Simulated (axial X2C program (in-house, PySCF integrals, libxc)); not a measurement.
# HInF: bond lengths and stretches, held linear

One table from this session's results is given with a row withheld; the runs are named, their logs left out.

Computed with an in-house X2C program for linear molecules on PySCF integrals. Level: all-electron X2C, two-component (2c) or spin-free, H dyall-v3z, In dyall-v3z, F dyall-av3z.

All values are calculated.

2 further runs of the same task are left out: 2 set aside as unsound or not needed.

The first run:

task.json reads:

```json
{"zs": [1, 49, 9], "q": 0, "bas": ["dyall-v3z", "dyall-v3z", "dyall-av3z"], "r0": [1.74, 2.06], "symm": 0, "scan": ["PBE0", "HF", "BHandHLYP"], "levels": ["PBE0", "HF", "r2SCAN"], "nst": 2}
```

Keys: zs atomic numbers; q charge; bas basis sets; r0 starting distance in Å; symm equal bonds; scan levels of the two-bond scan; levels methods; nst determinants followed.

On the command line:

```sh
$ python solin.py task.json out
```

Masses H 1.008, In 114.904, F 18.998 u.

Among the steps run: Scan at PBE0, 2c; Scan at BHandHLYP, 2c; Scan at PBE0, spin-free.

One table of the session follows, with a row left open; its other results are not shown here.

```
               level  r(H–In) (Å)  lower stretch (cm⁻¹)  upper stretch (cm⁻¹)
            PBE0, 2c        2.008                 490.9                 821.3
       BHandHLYP, 2c        2.044                 501.5                 716.0
     PBE0, spin-free        2.009                 491.2                 821.9
BHandHLYP, spin-free            ?                     ?                     ?
```

Q: Estimate the row for BHandHLYP, spin-free from the others.

The run gave: r(H–In) (Å): 2.045; lower stretch (cm⁻¹): 501.8; upper stretch (cm⁻¹): 716.9. In the column «r(H–In) (Å)» it is the highest.

Scans not shown above were run alike.

The molecule was held linear; bending was not examined, so a bent shape may lie lower.
